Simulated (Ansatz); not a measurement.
This script makes a ranking of polymorphs by energy of 3 structures of Sb with the Ansatz DFT code, driven from Python.

`polymorphs.py`:
```python
# -*- coding: utf-8 -*-
"""Polymorphs of Sb, at the given cells."""

import warnings

import ansatz
import numpy as np
import spglib
from tabulate import tabulate

CUTOFF = 520
K_SPACING = 0.33
SMEARING = "gaussian"
SIGMA = 0.05

PHASES = {
    "Im-3m": (
        [(-1.725, 1.725, 1.725), (1.725, -1.725, 1.725), (1.725, 1.725, -1.725)],
        [
            ("Sb", (0.0, 0.0, 0.0)),
        ],
    ),
    "R-3m": (
        [(2.1542, 1.243728, 3.758), (-2.1542, 1.243728, 3.758), (0.0, -2.487456, 3.758)],
        [
            ("Sb", (0.23349, 0.23349, 0.23349)),
            ("Sb", (0.76651, 0.76651, 0.76651)),
        ],
    ),
    "Pm-3m": (
        [(3.16, 0.0, 0.0), (0.0, 3.16, 0.0), (0.0, 0.0, 3.16)],
        [
            ("Sb", (0.0, 0.0, 0.0)),
        ],
    ),
}


def build(vectors, sites):
    crystal = ansatz.Crystal(lattice=ansatz.Lattice.of(vectors))
    for symbol, position in sites:
        crystal = crystal.atom(symbol, position)
    return crystal


def run_phase(name, crystal):
    calc = (
        crystal.calculation()
        .functional(ansatz.Functional.PBESOL)
        .basis(CUTOFF)
        .kpoints(spacing=K_SPACING)
        .occupations(SMEARING, width=SIGMA)
        .stress()
        .band_table()
    )
    return calc.run()


def volume_per_atom(outcome):
    return abs(np.linalg.det(outcome.lattice.cell_ang)) / len(outcome.lattice.sites)


def pressure_gpa(outcome):
    return float(np.trace(outcome.report["stress_gpa"]) / 3)


def space_group(outcome):
    sites = outcome.report["lattice"]["sites"]
    kinds = sorted({site["symbol"] for site in sites})
    cell = (outcome.lattice.cell_ang, [site["position_frac"] for site in sites], [kinds.index(site["symbol"]) for site in sites])
    return spglib.get_spacegroup(cell, symprec=0.01)


def main():
    warnings.simplefilter("ignore")

    phases = {name: build(*cell) for name, cell in PHASES.items()}

    done = {}
    for name, crystal in phases.items():
        try:
            done[name] = run_phase(name, crystal)
        except ansatz.NonConvergedError as error:
            print(name, "did not converge:", str(error)[:120])

    energy = {name: o.report["energy_sigma0_ev"] / len(o.lattice.sites) for name, o in done.items()}
    lowest = min(energy.values())
    rows = [(name, len(o.lattice.sites), 1000 * (energy[name] - lowest), volume_per_atom(o), pressure_gpa(o), space_group(o)) for name, o in done.items()]
    rows.sort(key=lambda row: row[2])
    print(tabulate(rows, headers=["phase", "atoms", "dE (meV/atom)", "V (A^3/atom)", "P (GPa)", "space group"], floatfmt=".4f", tablefmt="github"))


if __name__ == "__main__":
    main()
```

Which of these structures comes out lowest, and how far apart are they?

By space group at the end of each run: R-3m (+0 meV an atom, 30.2 Å³), Pm-3m (+54 meV an atom, 31.6 Å³) and Im-3m (+577 meV an atom, 20.5 Å³).

What the script printed:

```console
$ python polymorphs.py
| phase   |   atoms |   dE (meV/atom) |   V (A^3/atom) |   P (GPa) | space group   |
|---------|---------|-----------------|----------------|-----------|---------------|
| R-3m    |       2 |          0.0000 |        30.2057 |    0.1093 | R-3m (166)    |
| Pm-3m   |       1 |         53.8206 |        31.5545 |   -4.7252 | Pm-3m (221)   |
| Im-3m   |       1 |        576.7658 |        20.5318 |   27.9916 | Im-3m (229)   |
```

Caveats:
- Pressure is positive in compression.
- The cells come from databases of deposited and of computed structures, and not all need be stable phases.
- The ranking holds among these structures alone, at zero temperature; the ground state may be another structure. Differences under about 40 meV an atom lie within the error of mesh and functional.
- Finished in 4.9 s on 1 thread of Arm Neoverse V2, with other jobs on the host, peak memory 0.41 GiB.

(A comment or docstring line of the script was reworded after the run, the code is as it ran.)
